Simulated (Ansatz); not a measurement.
# CH6OSi2: small, medium and large basis sets

One table from this session's results is given with a row withheld; the runs are named, their logs left out.

Computed with Ansatz 0.2.0, Gaussian basis. Level: one geometry, several basis sets.

The runs, in order: PBE0-D4/def2-SVP; ωB97M-V/def2-SVP; PBE0-D4/def2-QZVPP; ωB97M-V/def2-QZVPP; the functionals' def2-TZVPP values are taken from earlier runs.

## Structure used throughout

All runs share one geometry, relaxed beforehand with PBE0-D4 in a triple-zeta def2 set.

10 atoms, charge 0, spin multiplicity 1.

Atoms are counted from 1 here; the program's logs count them from 0.

Bond lengths: O1–C2 1.204 Å, C2–Si3 1.928 Å, C2–H5 1.117 Å, Si3–Si4 2.343 Å, Si3–H6 1.489 Å, Si3–H7 1.484 Å, Si4–H8 1.487 Å, Si4–H9 1.486 Å, Si4–H10 1.487 Å. Angles: O1–C2–Si3 122.8°, O1–C2–H5 119.5°, Si3–C2–H5 117.7°, C2–Si3–Si4 107.8°, C2–Si3–H6 108.2°, C2–Si3–H7 108.8°, Si4–Si3–H6 109.6°, Si4–Si3–H7 111.7°, H6–Si3–H7 110.6°, Si3–Si4–H8 110.2°, Si3–Si4–H9 109.8°, Si3–Si4–H10 109.4°, H8–Si4–H9 109.4°, H8–Si4–H10 109.0°, H9–Si4–H10 109.1°.

Geometry (Å):

```xyz
10
CH6OSi2
O    -1.21615   -0.26684   -2.41150
C    -1.21042    0.37031   -1.39039
Si    0.40279    0.74425   -0.40257
Si    0.58654   -0.85188    1.30240
H    -2.17588    0.74260   -0.96881
H     0.27772    2.10199    0.19689
H     1.55758    0.68960   -1.33347
H     1.77678   -0.56636    2.14642
H     0.71598   -2.20813    0.70970
H    -0.63184   -0.80673    2.15434
```

Set-up of the first run:

The input, in.yaml:

```yaml
crystal:
  periodic: [false, false, false]
  atoms:
    - {symbol: O, position_ang: [-1.216151, -0.266843, -2.411504]}
    - {symbol: C, position_ang: [-1.210417, 0.370313, -1.390391]}
    - {symbol: Si, position_ang: [0.402789, 0.744252, -0.402569]}
    - {symbol: Si, position_ang: [0.586544, -0.851884, 1.302404]}
    - {symbol: H, position_ang: [-2.175884, 0.742596, -0.968812]}
    - {symbol: H, position_ang: [0.277725, 2.101988, 0.196888]}
    - {symbol: H, position_ang: [1.557576, 0.689596, -1.333472]}
    - {symbol: H, position_ang: [1.776776, -0.566358, 2.146422]}
    - {symbol: H, position_ang: [0.715981, -2.208134, 0.709697]}
    - {symbol: H, position_ang: [-0.631839, -0.806725, 2.154337]}
basis:
  gaussian: {orbitals: def2-SVP}
hamiltonian: {xc: pbe0, dispersion: d4}
output: {orbitals: {seedname: orbitals}}
```

Launch:

```sh
> ansatz run in.yaml --threads 2 --pin off --events-out ev --progress --plain --max-ram 4352MiB
```

Among the steps run: PBE0-D4 in def2-SVP; ωB97M-V in def2-SVP; PBE0-D4 in def2-QZVPP; ωB97M-V in def2-QZVPP.

One of the session's tables, all rows but one given; the rest of the session is left out.

It belongs to the step «Functionals by basis». 

```
functional       basis  HOMO (eV)
   PBE0-D4    def2-SVP      -6.96
   PBE0-D4  def2-TZVPP      -7.07
   PBE0-D4  def2-QZVPP          ?
   ωB97M-V    def2-SVP      -9.20
   ωB97M-V  def2-TZVPP      -9.34
   ωB97M-V  def2-QZVPP      -9.37
```

**Question.** Estimate the row for PBE0-D4, def2-QZVPP.

The run gave: HOMO (eV): -7.10. In the column «HOMO (eV)» it lies between ωB97M-V, def2-SVP (-9.20) and PBE0-D4, def2-TZVPP (-7.07).
